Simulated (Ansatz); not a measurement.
**CH₆AlNSi: one species, many methods**

An exercise on one series of results from a longer session: the logs are not shown, and one member is left open.

The runs use Ansatz 0.2.0, Gaussian basis; functionals in def2-TZVPP, the program's frozen cores in correlated methods.

The runs, in order: LDA (SPW92), PBE-D4, revPBE-D4, BLYP-D4, r2SCAN-D4, B97M-V, PBE0-D4, B3LYP-D4, r2SCANh-D4, r2SCAN0-D4, HSE06-D4, BHLYP-D4, CAM-B3LYP-D4, LC-ωPBE, ωB97X-V, ωB97M-V, B2PLYP, PBE-QIDH; CCSD(T)/def2-SVP; CCSD(T)/def2-TZVPP; MP2/def2-QZVPP; extrapolation to the limit; RPA on PBE.

### Structure used throughout

An earlier PBE0-D4 in a triple-zeta def2 set relaxation fixed the geometry.

SMILES `[AlH2][N]1C[SiH2]1`, 10 atoms, charge 0, spin multiplicity 1.

Atoms are counted from 1 here; the program's logs count them from 0.

Bond lengths: Al1–N2 1.764 Å, Al1–H5 1.584 Å, Al1–H6 1.585 Å, N2–C3 1.493 Å, N2–Si4 1.711 Å, C3–Si4 1.826 Å, C3–H7 1.089 Å, C3–H8 1.089 Å, Si4–H9 1.480 Å, Si4–H10 1.480 Å. Angles: N2–Al1–H5 117.0°, N2–Al1–H6 119.1°, H5–Al1–H6 123.9°, Al1–N2–C3 137.4°, Al1–N2–Si4 153.5°, C3–N2–Si4 69.1°, N2–C3–Si4 61.1°, N2–C3–H7 115.6°, N2–C3–H8 115.6°, Si4–C3–H7 120.8°, Si4–C3–H8 120.8°, H7–C3–H8 112.8°, N2–Si4–C3 49.8°, N2–Si4–H9 118.8°, N2–Si4–H10 118.8°, C3–Si4–H9 121.4°, C3–Si4–H10 121.4°, H9–Si4–H10 112.7°.

The first run:

File in.yaml:

```yaml
crystal:
  periodic: [false, false, false]
  atoms:
    - {symbol: Al, position_ang: [-0.211763, 1.961451, 0.163836]}
    - {symbol: N, position_ang: [-0.004050, 0.219859, -0.027365]}
    - {symbol: C, position_ang: [-0.123911, -1.001756, 0.822939]}
    - {symbol: Si, position_ang: [0.364006, -1.188254, -0.927243]}
    - {symbol: H, position_ang: [0.051352, 2.862236, -1.111772]}
    - {symbol: H, position_ang: [-0.644219, 2.535351, 1.576132]}
    - {symbol: H, position_ang: [0.612861, -1.094755, 1.619329]}
    - {symbol: H, position_ang: [-1.132434, -1.250664, 1.149492]}
    - {symbol: H, position_ang: [-0.599562, -1.653236, -1.950365]}
    - {symbol: H, position_ang: [1.770820, -1.441533, -1.312183]}
basis:
  gaussian: {orbitals: def2-TZVPP}
hamiltonian: {xc: lda}
output: {orbitals: {seedname: orbitals}}
```

On the command line:

```
ansatz run in.yaml --threads 2 --pin off --events-out ev --progress --plain --max-ram 4352MiB
```

Among the steps run: LDA; PBE-D4 (GGA); revPBE-D4 (GGA); BLYP-D4 (GGA); r2SCAN-D4 (meta-GGA); B97M-V (meta-GGA); PBE0-D4 (hybrid); B3LYP-D4 (hybrid); r2SCANh-D4 (hybrid); r2SCAN0-D4 (hybrid); HSE06-D4 (hybrid); BHLYP-D4 (hybrid); CAM-B3LYP-D4 (range-separated); LC-ωPBE (range-separated); ωB97X-V (range-separated); ωB97M-V (range-separated); B2PLYP (double hybrid); PBE-QIDH (double hybrid).

One table of the session follows, with a row left open; its other results are not shown here.

It belongs to the step «Orbital energies across the functionals». 

| functional | HOMO (eV) | gap (eV) |
| --- | --- | --- |
| LDA (SPW92) | -6.14 | 4.28 |
| PBE-D4 | -6.01 | 4.34 |
| revPBE-D4 | -5.95 | 4.38 |
| BLYP-D4 | -5.86 | 4.32 |
| r2SCAN-D4 | ? | ? |
| B97M-V | -6.36 | 4.78 |
| PBE0-D4 | -7.24 | 6.35 |
| B3LYP-D4 | -7.00 | 5.92 |
| r2SCANh-D4 | -6.70 | 5.65 |
| r2SCAN0-D4 | -7.41 | 6.74 |
| HSE06-D4 | -6.84 | 5.58 |
| BHLYP-D4 | -8.38 | 8.27 |
| CAM-B3LYP-D4 | -8.57 | 8.61 |
| LC-ωPBE | -9.95 | 11.05 |
| ωB97X-V | -9.60 | 10.58 |
| ωB97M-V | -9.52 | 10.21 |

Q: Estimate the row for r2SCAN-D4 from the others.

Worked estimate for «HOMO (eV)». Against the share of exact exchange, r2SCANh-D4 (0.1, -6.70), r2SCAN0-D4 (0.25, -7.41) give a slope of -4.73 per unit share; at 0 the line stands at -6.23.

**Answer.** HOMO (eV): -6.23; gap (eV): 4.93. In «HOMO (eV)» the line misses by 0.00.
